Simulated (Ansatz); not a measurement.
# HF/cc-pVDZ run of CH5BO2 (SMILES COBO)

Aim: the electronic atomisation energy of CH5BO2 at HF/cc-pVDZ, from 5 runs. 

Program for the calculation: Ansatz 0.2.0.

70 further runs of the same task are left out: 70 set aside as unsound or not needed.

## (1) The structure to begin with

CH5BO2 has 9 atoms, charge 0, and is taken as a singlet. As SMILES, `COBO`. Geometry: relaxed at PBE0-D4/def2-TZVP. This is one conformer, not always the lowest.

Bond lengths: C1–O2 1.410 Å, O2–B3 1.356 Å, B3–O4 1.356 Å, C1–H5 1.094 Å, C1–H6 1.092 Å, C1–H7 1.092 Å, B3–H8 1.199 Å, O4–H9 0.962 Å. Some angles: C1–O2–B3 121.7°, O2–B3–O4 119.6°, O2–C1–H5 111.5°, O2–C1–H6 109.2°, O2–C1–H7 109.3°, O2–B3–H8 121.8°, O4–B3–H8 118.6°, B3–O4–H9 112.1°, H5–C1–H6 109.1°, H5–C1–H7 109.0°.

## (2) A single-point energy at HF/cc-pVDZ

The input, in.yaml:

```yaml
crystal:
  periodic: [false, false, false]
  atoms:
    - {symbol: C, position_ang: [0.281800, 0.801900, -1.057400]}
    - {symbol: O, position_ang: [-0.113500, 0.454800, 0.251000]}
    - {symbol: B, position_ang: [-0.134900, -0.834100, 0.671600]}
    - {symbol: O, position_ang: [-0.524600, -1.118500, 1.938500]}
    - {symbol: H, position_ang: [0.568100, -0.079800, -1.637600]}
    - {symbol: H, position_ang: [1.131400, 1.486400, -1.006200]}
    - {symbol: H, position_ang: [-0.544800, 1.307500, -1.561700]}
    - {symbol: H, position_ang: [0.183900, -1.738400, -0.047600]}
    - {symbol: H, position_ang: [-0.758900, -0.326300, 2.432200]}
basis:
  gaussian:
    orbitals: cc-pVDZ
hamiltonian:
  xc: hf
accuracy: high
output: {orbitals: {seedname: orbitals}}
```

Started as:

```console
ansatz run in.yaml --threads 1 --pin off --max-ram 3480MiB --events-out events.jsonl --progress --plain --runs-dir runs
```

What it wrote:

```text
Warning: RAYON_NUM_THREADS=1 ignored (pool sized by the plan → 1); use --threads N
Functional definition: HF
  name "HF"
  exchange = exact_x
  correlation = 0
1902 factors; integrals over basis functions are off by at most 5.7e-9 eV
mean field evaluation 1: about -5855.6395 eV, gradient 3.7e1 eV
mean field evaluation 2: about -5855.6423 eV, gradient 3.7e1 eV
mean field evaluation 4: about -5858.4661 eV, gradient 3.1e0 eV
mean field evaluation 8: about -5858.4959 eV, gradient 1.3e-1 eV
mean field -5858.49593001 eV, -215.2957543966 hartree, gradient 1.6e-8 eV, S^2 0.000000; 0 other end points of the search recorded, 0 dependent functions left out
reference -5858.49593001 eV, -215.2957543966 hartree; 16, 16 occupied and 65, 65 virtual orbitals, 1902 factors
Total energy: -5858.49593001 eV, -215.2957543966 hartree
```

Wall time 1.9 s (1 thread of Arm Neoverse V2, shared host); peak memory 0.2 GiB.

## (3) The B atom at the same level

The input, input.yaml:

```yaml
basis:
  gaussian:
    orbitals: cc-pVDZ
crystal:
  periodic: [false, false, false]
  atoms:
    - {symbol: B, position_ang: [0.000000, 0.000000, 0.000000]}
magnetization:
  spin_polarized: true
  initial_magnetization: 1
hamiltonian:
  xc: hf
accuracy: high
```

Run the same way, it converges to -24.52996 Eh (log not shown).

## (4) The C atom, same level

The input, input.yaml:

```yaml
crystal:
  periodic: [false, false, false]
  atoms:
    - {symbol: C, position_ang: [0.000000, 0.000000, 0.000000]}
basis:
  gaussian:
    orbitals: cc-pVDZ
magnetization:
  spin_polarized: true
  initial_magnetization: 2
hamiltonian:
  xc: hf
accuracy: high
```

Run the same way, it converges to -37.68654 Eh (log not shown).

## (5) The H atom, same level

The input, input.yaml:

```yaml
crystal:
  periodic: [false, false, false]
  atoms:
    - {symbol: H, position_ang: [0.000000, 0.000000, 0.000000]}
basis:
  gaussian: {orbitals: cc-pVDZ}
magnetization: {spin_polarized: true, initial_magnetization: 1}
hamiltonian: {xc: hf}
accuracy: high
```

Run the same way, it converges to -0.49928 Eh (log not shown).

## (6) The O atom, same level

The input, in.yaml:

```yaml
basis:
  gaussian: {orbitals: cc-pVDZ}
crystal:
  periodic: [false, false, false]
  atoms:
    - {symbol: O, position_ang: [0.000000, 0.000000, 0.000000]}
magnetization: {spin_polarized: true, initial_magnetization: 2}
hamiltonian: {xc: hf}
accuracy: high
```

Run the same way, it converges to -74.79217 Eh (log not shown).

## (7) Results

Level: HF/cc-pVDZ.

```
                     quantity          value
       molecule: total energy  -215.29575 Eh
        molecule: HOMO energy      -12.45 eV
        molecule: LUMO energy        5.04 eV
      molecule: HOMO–LUMO gap       17.49 eV
         B atom: total energy   -24.52996 Eh
                 B atom: ⟨S²⟩          0.757
         C atom: total energy   -37.68654 Eh
                 C atom: ⟨S²⟩          2.006
         H atom: total energy    -0.49928 Eh
                 H atom: ⟨S²⟩          0.750
         O atom: total energy   -74.79217 Eh
                 O atom: ⟨S²⟩          2.004
electronic atomisation energy      27.171 eV
```

**Reading.** Taking the molecule apart into free atoms costs 27.17 eV (627 kcal/mol), before zero-point energy and without spin-orbit coupling. Hartree–Fock lacks the correlation of the bonding pairs, which as a rule makes this value much too low; in minimal bases other errors can mask that.
